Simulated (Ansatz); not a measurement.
**ZnAu: from the listed structure to its properties**

An exercise on one series of results from a longer session: the logs are not shown, and one member is left open.

Computed with Ansatz 0.2.0 (DFT r2SCAN, scalar-relativistic, plane waves, PAW, unless a step's input says otherwise).

**The structure to begin with**

Symmetry: Pm-3m, No. 221, cubic system. The conventional cell has a = 3.147 Å, b = 3.147 Å, c = 3.147 Å, α = 90.00°, β = 90.00°, γ = 90.00°. Zn (site symmetry m-3m) has 8 Au at 2.73 Å as nearest neighbours. Around Au (site symmetry m-3m) lie 8 Zn at 2.73 Å.

Structure file:

```xyz
2
Lattice="3.1470 0.0000 0.0000 0.0000 3.1470 0.0000 0.0000 0.0000 3.1470" Properties=species:S:1:pos:R:3 pbc="T T T"
Zn    1.5735    1.5735    1.5735
Au    0.0000    0.0000    0.0000
```

Source of the structure: the Crystallography Open Database.

The first run:

(A quick probe on a coarse mesh, which set the mesh and smearing, is not shown.)

Input file input.yaml:

```yaml
crystal:
  lattice:
    - [3.147, 0.0, 0.0]
    - [0.0, 3.147, 0.0]
    - [0.0, 0.0, 3.147]
  atoms:
    - { symbol: Zn, position: [0.5, 0.5, 0.5] }
    - { symbol: Au, position: [0.0, 0.0, 0.0] }
basis:
  ecutwfc: 500
kpoints:
  mp_grid: { grid: [14, 14, 14] }
hamiltonian:
  xc: r2scan
scf:
  occupations: { method: gaussian, width: 0.1 }
output:
  forces: true
  stress: true
  eigenvalues: true
relax:
  adjacent_minimum: "off"
  f_tol: 0.005
  max_steps: 80
  cell: { stress_tol: 0.05 }
```

Launch:

```console
$ ansatz run input.yaml --threads 1 --pin off --max-ram 2560MiB --backend cpu --events-out ev --progress --plain --runs-dir out
```

Among the steps run: The relaxation; Static run: bands, density of states and charges; Volume × 0.97; The cell scaled to 1.03 of its volume; Point at V/V0 = 0.94; Point at V/V0 = 1.06.

One of the session's tables, all rows but one given; the rest of the session is left out.

It belongs to the step «Energy against volume». 

```
volume (Å³/atom)  energy above the lowest point (meV/atom)  pressure (GPa)
          14.669                                      26.9            9.87
          15.137                                       6.3            4.46
          15.606                                       0.0            0.00
          16.074                                         ?               ?
          16.542                                      20.7           -6.67
```

Q: Estimate the row for volume (Å³/atom) = 16.074 from the others.

Worked estimate for «energy above the lowest point (meV/atom)». A straight line through the neighbours (15.606, 0.0) and (16.542, 20.7) gives 0.0 + (20.7 − 0.0) × (16.074 − 15.606) / (16.542 − 15.606) = 10.4; a parabola fitted to 3 rows on both sides gives 4.8.

As computed: energy above the lowest point (meV/atom): 5.5; pressure (GPa): -3.66. In «energy above the lowest point (meV/atom)» the line misses by +4.9 and the parabola by -0.7.
